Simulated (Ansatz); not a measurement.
PtSe:

```
Pt Se
1.0
     0.00000    2.79841    2.79841
     2.79841    0.00000    2.79841
     2.79841    2.79841    0.00000
Pt Se
1 1
Direct
  0.50000 0.50000 0.50000
  0.00000 0.00000 0.00000
```

The cell comes from a database or a generator and needn't be the stable form of this composition.

```yaml
Program: Ansatz 0.2.0
Task: relaxation of cell and atoms
Functional: B3LYP
Potentials_or_basis: Ansatz PAW
Cutoff: "420 eV (not typed: the program's choice for these potentials)"
k_mesh: 4 × 4 × 4
Occupations: fermi-dirac, width 0.05 eV
Spin: no spin polarisation
```

At the start: volume 21.91 Å³/atom.

Q: How do energy, volume and symmetry change on relaxing?

A: It ends after 5 steps and the volume is 19.58 Å³/atom (-10.7 %); space group Fm-3m (No. 225, to 0.05 Å).

The path:
```
step  energy change (eV)  largest force (eV/Å)  volume (Å³)
   1              0.0000                0.0000        43.83
   2             -0.1419                0.0000        37.73
   3             -0.1601                0.0000        39.50
   4             -0.1613                0.0000        39.16
   5             -0.1599                0.0000        39.16
```

Final structure:
```cif
data_structure
_symmetry_space_group_name_H-M 'P 1'
_symmetry_Int_Tables_number 1
_cell_length_a 3.8116
_cell_length_b 3.8116
_cell_length_c 3.8116
_cell_angle_alpha 60.000
_cell_angle_beta 60.000
_cell_angle_gamma 60.000
_cell_volume 39.16
loop_
_atom_site_label
_atom_site_type_symbol
_atom_site_fract_x
_atom_site_fract_y
_atom_site_fract_z
_atom_site_occupancy
Pt1 Pt 0.50000 0.50000 0.50000 1
Se1 Se 0.00000 0.00000 0.00000 1
```

Caveat: the k mesh is coarse (spacing up to 0.49 Å⁻¹), so the values aren't converged, least of all with exact exchange; the plane-wave basis is chosen anew once the cell has moved, so the energies of steps on either side of that aren't comparable; the PAW data sets come from PBE, with cores solved anew for the run's functional, which leaves a small shift of forces and pressure.
